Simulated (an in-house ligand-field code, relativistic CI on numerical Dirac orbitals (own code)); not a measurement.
**d2 in a ligand field: terms against the cubic field**

Aim: the terms of a d2 shell from Racah B and C and the field, by exact diagonalisation.

Method: parametric ligand-field model of a d^n configuration (Racah B and C, spin-orbit zeta, crystal field), exact diagonalisation. Code: an in-house ligand-field code version 1.

## 1. The atom as given

```
shell        : d2
set 1 (cm⁻¹) : B = 900, C = 3710, Oh, 10Dq = 900
set 2 (cm⁻¹) : B = 900, C = 3710, Oh, 10Dq = 2700
set 3 (cm⁻¹) : B = 900, C = 3710, Oh, 10Dq = 4500
set 4 (cm⁻¹) : B = 900, C = 3710, Oh, 10Dq = 6300
set 5 (cm⁻¹) : B = 900, C = 3710, Oh, 10Dq = 8100
set 6 (cm⁻¹) : B = 900, C = 3710, Oh, 10Dq = 9900
set 7 (cm⁻¹) : B = 900, C = 3710, Oh, 10Dq = 11700
set 8 (cm⁻¹) : B = 900, C = 3710, Oh, 10Dq = 13500
```

## 2. Set 1

Input settings:

```ini
n = 2
racah_B = 900  # cm-1
racah_C = 3710  # cm-1
zeta = 0  # cm-1
symmetry = Oh
field = {"10Dq": 900}  # cm-1
```

## 3. Set 2

Input settings:

```ini
n = 2
racah_B = 900  # cm-1
racah_C = 3710  # cm-1
zeta = 0  # cm-1
symmetry = Oh
field = {"10Dq": 2700}  # cm-1
```

## 4. Set 3

Input settings:

```ini
n = 2
racah_B = 900  # cm-1
racah_C = 3710  # cm-1
zeta = 0  # cm-1
symmetry = Oh
field = {"10Dq": 4500}  # cm-1
```

## 5. Set 4

Input settings:

```ini
n = 2
racah_B = 900  # cm-1
racah_C = 3710  # cm-1
zeta = 0  # cm-1
symmetry = Oh
field = {"10Dq": 6300}  # cm-1
```

## 6. Set 5

Input settings:

```ini
n = 2
racah_B = 900  # cm-1
racah_C = 3710  # cm-1
zeta = 0  # cm-1
symmetry = Oh
field = {"10Dq": 8100}  # cm-1
```

## 7. Set 6

Input settings:

```ini
n = 2
racah_B = 900  # cm-1
racah_C = 3710  # cm-1
zeta = 0  # cm-1
symmetry = Oh
field = {"10Dq": 9900}  # cm-1
```

## 8. Set 7

Input settings:

```ini
n = 2
racah_B = 900  # cm-1
racah_C = 3710  # cm-1
zeta = 0  # cm-1
symmetry = Oh
field = {"10Dq": 11700}  # cm-1
```

## 9. Set 8

Input settings:

```ini
n = 2
racah_B = 900  # cm-1
racah_C = 3710  # cm-1
zeta = 0  # cm-1
symmetry = Oh
field = {"10Dq": 13500}  # cm-1
```

(Steps that only read results are left out.)

Before running it: what results should come out? Wanted: lowest terms.

As calculated:

| set | 10Dq/B (size) | lowest | S | electrons in z² and x²-y² | first level of the same spin (cm⁻¹) |
| --- | --- | --- | --- | --- | --- |
| 1: Oh | 1.0 | 3T1 | 1.00 | 0.18 | 3T2 729 |
| 2: Oh | 3.0 | 3T1 | 1.00 | 0.15 | 3T2 2237 |
| 3: Oh | 5.0 | 3T1 | 1.00 | 0.12 | 3T2 3798 |
| 4: Oh | 7.0 | 3T1 | 1.00 | 0.10 | 3T2 5400 |
| 5: Oh | 9.0 | 3T1 | 1.00 | 0.08 | 3T2 7035 |
| 6: Oh | 11.0 | 3T1 | 1.00 | 0.07 | 3T2 8696 |
| 7: Oh | 13.0 | 3T1 | 1.00 | 0.06 | 3T2 10377 |
| 8: Oh | 15.0 | 3T1 | 1.00 | 0.05 | 3T2 12075 |

| quantity | value |
| --- | --- |
| lowest terms | 1: 3T1, 2: 3T1, 3: 3T1, 4: 3T1, 5: 3T1, 6: 3T1, 7: 3T1, 8: 3T1 |

In words: The lowest term stays 3T1 over this range. B, C and the field are free parameters here, not those of a compound.
